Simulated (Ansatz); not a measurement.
What does this script print? It uses the Python package of Ansatz (0.2.0).

`cas.py`
```python
# -*- coding: utf-8 -*-
import ansatz

geometry = (
    ansatz.Crystal.molecule()
    .atom('Be', [0.0, 0.0, 0.0])
    .atom('Br', [0.0, 0.0, 2.175])
)

model = (
    geometry.calculation()
    .basis(gaussian='def2-SVP')
    .charge(1)
    .correlation(active_electrons=6, active_orbitals=6)
)
for method in [None]:
    r = (model if method is None else model.correlation(method)).run().report
    space = r['configurations']
    state = space['states'][0]
    print(method or 'casscf', f'total {r["free_energy_ev"] / 27.211386246:.6f} Ha, active-space state {state["energy"]["hartree"]:.6f} Ha, mean field {r["reference_energy_ev"] / 27.211386246:.6f} Ha')
    print('  determinants', state['n_determinants'], ' natural occupations', [round(n, 3) for n in space['natural_occupations']])
```

```console
$ python cas.py
casscf total -2586.463462 Ha, active-space state -2586.463462 Ha, mean field -2586.412791 Ha
  determinants 400  natural occupations [1.981, 1.981, 1.96, 0.034, 0.021, 0.021]
```

Caveats:
- Total energies depend on the basis set; only differences at equal settings carry meaning.
- The geometry is a force-field or estimated start, not a minimum of this method, and the basis set is short of its limit. The active space starts as a window about the frontier orbitals and is then optimised, not chosen by chemistry.
- The spin state was assumed, and another may lie lower.
- It ran for 1.9 s on 1 thread of Arm Neoverse V1, on a shared host, peak memory 0.12 GiB.
